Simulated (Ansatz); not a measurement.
# Mg2C: a single-point run

Aim: a sound single-point run of Mg2C. The structure is shown as the input types it. The cell is built on a prototype (antifluorite) and needn't be the phase found in nature.

Method: density functional or hybrid calculation with the settings of its input, plane waves (as first typed), in Ansatz 0.2.0.

## Step 1: The starting structure

It takes space group Fm-3m (No. 225, cubic). Conventional cell: a = 5.422 Å, b = 5.422 Å, c = 5.422 Å, α = 90.00°, β = 90.00°, γ = 90.00°. C (site symmetry m-3m) is surrounded by 8 Mg at 2.35 Å. Mg (site symmetry -43m) is surrounded by 4 C at 2.35 Å.

As a file:

```
CELL_PARAMETERS angstrom
0.00000 2.71094 2.71094
2.71094 0.00000 2.71094
2.71094 2.71094 0.00000
ATOMIC_POSITIONS crystal
C 0.00000 0.00000 0.00000
Mg 0.25000 0.25000 0.25000
Mg 0.75000 0.75000 0.75000
```

## Step 2: The calculation

File input.yaml:

```yaml
crystal:
  lattice:
    - [0.0, 2.7109426181, 2.7109426181]
    - [2.7109426181, 0.0, 2.7109426181]
    - [2.7109426181, 2.7109426181, 0.0]
  atoms:
    - { symbol: C, position: [0.0, 0.0, 0.0] }
    - { symbol: Mg, position: [0.25, 0.25, 0.25] }
    - { symbol: Mg, position: [0.75, 0.75, 0.75] }
kpoints:
  mp_grid: { grid: [6, 6, 6] }
hamiltonian:
  xc: pbe
scf:
  occupations: { method: fixed }
  n_extra_bands: 4
  max_iter: 78
output:
  forces: true
  stress: true
  eigenvalues: true
basis:
  ecutrho_ratio: 2
```

The run is started by

```
$ ansatz run input.yaml --threads 4 --pin off --max-ram 3686MiB --backend cpu --events-out ev --progress --plain --runs-dir out
```

**Question.** How will this run end, and is anything wrong with its input?

The run converged and reported no error, with warnings (cutoff below recommended). Its log warns: «basis.ecutrho_ratio = 2 (ecutrho = 840 eV) is below the records' recommended 1680 eV»

In the input, basis.ecutrho_ratio is 2. The density cutoff must be at least four times the energy cutoff of the waves.

The test: delete basis.ecutrho_ratio (the default then holds).
